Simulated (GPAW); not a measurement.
Crystal: HfB.

```
Hf B
1.0
     0.00000    2.31000    2.31000
     2.31000    0.00000    2.31000
     2.31000    2.31000    0.00000
Hf B
1 1
Direct
  0.50000 0.50000 0.50000
  0.00000 0.00000 0.00000
```

* Program: GPAW 26.7.0
* Task: relaxation of cell and atoms
* Functional: revPBE
* Potentials or basis: the program's PAW data sets (release 1.2.1) made for this functional
* Cutoff: 800 eV
* Basis: pw
* k mesh: 10 × 10 × 10
* Occupations: fermi-dirac, width 0.05 eV
* Spin: no spin polarisation

At the start: pressure 35.0 GPa; volume 12.33 Å³/atom.

Where does the relaxation end?

Over 4 steps the energy falls by 201.7 meV/atom and the volume is 14.40 Å³/atom (+16.8 %); space group Fm-3m (No. 225, to 0.05 Å).

Step by step:
| step | energy change (eV) | largest force (eV/Å) | pressure (GPa) | volume (Å³) |
| --- | --- | --- | --- | --- |
| 1 | 0.0000 | 0.0000 | 34.99 | 24.65 |
| 2 | -0.2473 | 0.0000 | 19.78 | 26.12 |
| 3 | -0.4007 | 0.0000 | 2.19 | 28.46 |
| 4 | -0.4035 | 0.0000 | 0.18 | 28.80 |

Final structure:
```
CELL_PARAMETERS angstrom
0.00000 2.43295 2.43295
2.43295 0.00000 2.43295
2.43295 2.43295 0.00000
ATOMIC_POSITIONS crystal
Hf 0.50000 0.50000 0.50000
B 0.00000 0.00000 0.00000
```

Caveat: later steps reuse the first step's grids; the volume moved by over 15 % at a fixed basis, so the end points are rough.
